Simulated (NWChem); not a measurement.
# AsF3 (arsenic trifluoride): levels of theory compared

We compute a comparison of 4 runs (HF/STO-3G, B3LYP/6-31G*, MP2/cc-pVDZ, CCSD(T)/cc-pVDZ) of AsF3 (arsenic trifluoride). 

The calculation is run with NWChem 7.3.0.

9 further runs of the same task are left out: 9 set aside as unsound or not needed. Runs told in other sessions of the task aren't counted.

### Step 1. The structure to begin with

AsF3: 4 atoms, total charge 0, spin state singlet. As SMILES, `F[As](F)F`. One bond was lengthened or shortened from a relaxed shape.

Bond lengths: F1–As2 1.973 Å, As2–F3 1.715 Å, As2–F4 1.715 Å. Angles: F1–As2–F3 95.9°, F1–As2–F4 95.9°, F3–As2–F4 95.9°.

### Step 2. A single-point energy at HF/STO-3G (run 1)

asf3.xyz

```xyz
4

F     -0.443458     0.523517     1.585896
As    -0.461950    -0.457240    -0.125630
F      1.203970    -0.865930    -0.112740
F     -0.296160     0.927580    -1.124280
```

asf3.nw

```
start asf3
memory 2200 mb
charge 0
geometry units angstrom noautosym nocenter noautoz
  load asf3.xyz
end
basis spherical bse
  * library STO-3G
end
scf
  singlet
  rhf
  thresh 1e-08
  maxiter 80
end
task scf
```

Command:

```console
$ nwchem asf3.nw > asf3.out
```

The log of the run:

```text
[...]
  functions       =    33
[...]
  wavefunction    = RHF
[...]
         Total SCF energy =  -2503.356471113318
      One-electron energy =  -4133.993850390925
      Two-electron energy =   1319.657645335120
 Nuclear repulsion energy =    310.979733942487
        Time for solution =      1.3s
[...]
```

Wall time 1.9 s (1 thread of Intel Xeon 6975P-C (Granite Rapids), shared host); peak memory 0.097 GiB.

### Step 3. The energy at B3LYP/6-31G(d) (Cartesian functions) (run 2)

mymol.nw

```
start mymol
title "AsF3"
memory total 2200 mb
charge 0

geometry units angstroms noautosym nocenter noautoz
   F     -0.443458     0.523517     1.585896
   As    -0.461950    -0.457240    -0.125630
   F      1.203970    -0.865930    -0.112740
   F     -0.296160     0.927580    -1.124280
end

basis cartesian
   * library 6-31G*
end

dft
   xc b3lyp
   grid xfine
   convergence energy 1e-08
   maxiter 100
   mulliken
   print low
end

task dft energy
```

Command:

```console
$ nwchem mymol.nw > mymol.out
```

The log of the run:

```text
[...]
 d= 0,ls=0.0,diis     1  -2535.0267567412 -2.85D+03  3.31D-02  2.26D+00     1.7
[...]
 d= 0,ls=0.0,diis    11  -2535.1980125749 -1.69D-09  3.61D-07  5.57D-10    13.5
         Total DFT energy =    -2535.198012574944
      One electron energy =    -4150.214411047666
           Coulomb energy =     1418.529548504439
    Exchange-Corr. energy =     -114.492883974204
 Nuclear repulsion energy =      310.979733942487
[...]
      Total Density - Mulliken Population Analysis
     ---------------------------------------------
    Atom       Charge   Shell Charges
 -----------   ------   -------------------------------------------------------
    1 F    9     9.40   1.99  0.95  3.25  0.99  2.17  0.04
    2 As  33    31.93   2.00  1.99  6.00  1.93  5.98  1.63  1.61  0.31  0.26  6.99  2.97  0.28
    3 F    9     9.34   1.99  0.96  3.29  0.95  2.09  0.07
    4 F    9     9.34   1.99  0.96  3.29  0.95  2.09  0.07
[...]
```

Wall time 14 s (1 thread of Intel Xeon 6975P-C (Granite Rapids), shared host); peak memory 0.12 GiB.

Run 3 isn't shown in full; the table further down has it.

### Step 4. The energy at CCSD(T)/cc-pVDZ (run 4)

run.nw

```
start run
title "AsF3 ccsd(t)"
memory stack 880 mb heap 220 mb global 1100 mb
charge 0
geometry noautosym nocenter noautoz
F    -0.443458    0.523517    1.585896
As   -0.461950   -0.457240   -0.125630
F     1.203970   -0.865930   -0.112740
F    -0.296160    0.927580   -1.124280
end
basis spherical bse
* library cc-pVDZ
end
scf
thresh 1e-08
maxiter 80
print medium
end
ccsd
freeze core 12
maxiter 60
end
task ccsd(t)
```

Command:

```console
$ nwchem run.nw > run.out
```

The log of the run:

```text
[...]
  functions       =    69
[...]
  wavefunction    = RHF
[...]
         Total SCF energy =  -2532.526924419719
      One-electron energy =  -4149.415995704902
      Two-electron energy =   1305.909337342696
 Nuclear repulsion energy =    310.979733942487
        Time for solution =     49.5s
[...]
 Total MP2 energy:          -2533.219951909688461
[...]
             energy      energy      error      ampl     ampl      Block
                                                time     time      time
[...]
 Total CCSD energy:          -2533.226487117422494
[...]
 Total CCSD+T(CCSD) energy:          -2533.244482673406310
[...]
 Total CCSD(T) energy:               -2533.241974331845995
[...]
```

It took 3 min on 1 thread of Intel Xeon 6975P-C (Granite Rapids), shared host; peak memory 0.21 GiB.

### Step 5. All runs side by side

```csv
run,level,Cartesian functions,iteration cap,energy (Eh),wall time
1,HF/STO-3G,no,80,-2503.356471,1.9 s
2,B3LYP/6-31G* (Cartesian functions),yes,100,-2535.198013,14 s
3,MP2/cc-pVDZ,no,80,-2533.219952,59 s
4,CCSD(T)/cc-pVDZ,no,80,-2533.241974,3 min
```

### Step 6. What came out

| quantity | value |
| --- | --- |
| run 4: total energy | -2533.24197 Eh |
| run 4: HOMO energy (Hartree–Fock orbitals) | -13.53 eV |
| run 4: LUMO energy (Hartree–Fock orbitals) | 1.65 eV |
| run 4: HOMO–LUMO gap (Hartree–Fock orbitals) | 15.18 eV |
| run 4: correlation energy (12 core orbitals frozen) | -715.0 mEh |
| run 4: (T) correction | -15.49 mEh |

In run 1 the basis is minimal, so the values are rough. All runs together took 4.2 min, the longest 3 min.
